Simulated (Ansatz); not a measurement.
# C2H9AlOSi: one species, many methods

One table from this session's results is given with a row withheld; the runs are named, their logs left out.

Program: Ansatz 0.2.0, Gaussian basis. Level of theory: functionals in def2-TZVPP, the program's frozen cores in correlated methods. These are calculated values, not measurements.

Plan: PBE-D4, r2SCAN-D4, PBE0-D4, B3LYP-D4, ωB97X-V, ωB97M-V, B2PLYP; CCSD(T)/def2-TZVPP; MP2/def2-QZVPP; extrapolation to the limit.

## The geometry

An earlier PBE0-D4 in a triple-zeta def2 set relaxation fixed the geometry.

SMILES `CO[CH2][AlH][SiH3]`, 14 atoms, charge 0, spin multiplicity 1.

Atoms are counted from 1 here; the program's logs count them from 0.

Bond lengths: C1–O2 1.393 Å, C1–H6 1.090 Å, C1–H7 1.100 Å, C1–H8 1.105 Å, O2–C3 1.418 Å, C3–Al4 1.988 Å, C3–H9 1.103 Å, C3–H10 1.099 Å, Al4–Si5 2.458 Å, Al4–H11 1.594 Å, Si5–H12 1.494 Å, Si5–H13 1.492 Å, Si5–H14 1.490 Å. Angles: O2–C1–H6 108.1°, O2–C1–H7 111.7°, O2–C1–H8 111.7°, H6–C1–H7 109.2°, H6–C1–H8 108.4°, H7–C1–H8 107.7°, C1–O2–C3 111.9°, O2–C3–Al4 114.3°, O2–C3–H9 110.6°, O2–C3–H10 106.3°, Al4–C3–H9 112.8°, Al4–C3–H10 107.1°, H9–C3–H10 105.0°, C3–Al4–Si5 121.1°, C3–Al4–H11 117.9°, Si5–Al4–H11 120.9°, Al4–Si5–H12 109.4°, Al4–Si5–H13 112.8° and more.

The first run:

File in.yaml:

```yaml
crystal:
  periodic: [false, false, false]
  atoms:
    - {symbol: C, position_ang: [-1.277394, 0.926036, 1.097236]}
    - {symbol: O, position_ang: [-0.046964, 1.526399, 0.838609]}
    - {symbol: C, position_ang: [1.036952, 0.665349, 1.148135]}
    - {symbol: Al, position_ang: [1.293651, -0.821732, -0.145828]}
    - {symbol: Si, position_ang: [-0.141891, -1.043750, -2.128565]}
    - {symbol: H, position_ang: [-2.062728, 1.618937, 0.793771]}
    - {symbol: H, position_ang: [-1.398030, 0.688483, 2.164606]}
    - {symbol: H, position_ang: [-1.401348, -0.012692, 0.527832]}
    - {symbol: H, position_ang: [0.970260, 0.316406, 2.192521]}
    - {symbol: H, position_ang: [1.943505, 1.284882, 1.112468]}
    - {symbol: H, position_ang: [2.500898, -1.831174, 0.108447]}
    - {symbol: H, position_ang: [-1.119957, -2.152600, -1.911231]}
    - {symbol: H, position_ang: [0.624152, -1.381173, -3.363075]}
    - {symbol: H, position_ang: [-0.934008, 0.187531, -2.405828]}
basis:
  gaussian: {orbitals: def2-TZVPP}
hamiltonian: {xc: pbe, dispersion: d4}
output: {forces: true, orbitals: {seedname: orbitals}}
```

Run with:

```sh
$ ansatz run in.yaml --threads 4 --pin off --events-out ev --progress --plain --max-ram 10444MiB
```

Steps of the session up to this table: PBE-D4 (GGA); r2SCAN-D4 (meta-GGA); PBE0-D4 (hybrid); B3LYP-D4 (hybrid); ωB97X-V (range-separated); ωB97M-V (range-separated); B2PLYP (double hybrid); CCSD(T) in def2-TZVPP; MP2 in def2-QZVPP.

One table of the session follows, with a row left open; its other results are not shown here.

| method | atomisation energy (kJ/mol) |
| --- | --- |
| PBE-D4 | 4665.8 |
| r2SCAN-D4 | 4634.0 |
| PBE0-D4 | 4608.6 |
| B3LYP-D4 | 4623.4 |
| ωB97X-V | 4648.8 |
| ωB97M-V | ? |
| B2PLYP | 4563.3 |
| HF/def2-TZVPP | 3404.5 |
| MP2/def2-TZVPP | 4532.2 |
| CCSD/def2-TZVPP | 4459.9 |
| CCSD(T)/def2-TZVPP | 4515.7 |
| MP2/CBS | 4645.2 |
| CCSD(T)/CBS | 4628.6 |

**Question.** Estimate the row for ωB97M-V.

**Answer.** atomisation energy (kJ/mol): 4631.3. In the column «atomisation energy (kJ/mol)» it lies between CCSD(T)/CBS (4628.6) and r2SCAN-D4 (4634.0).
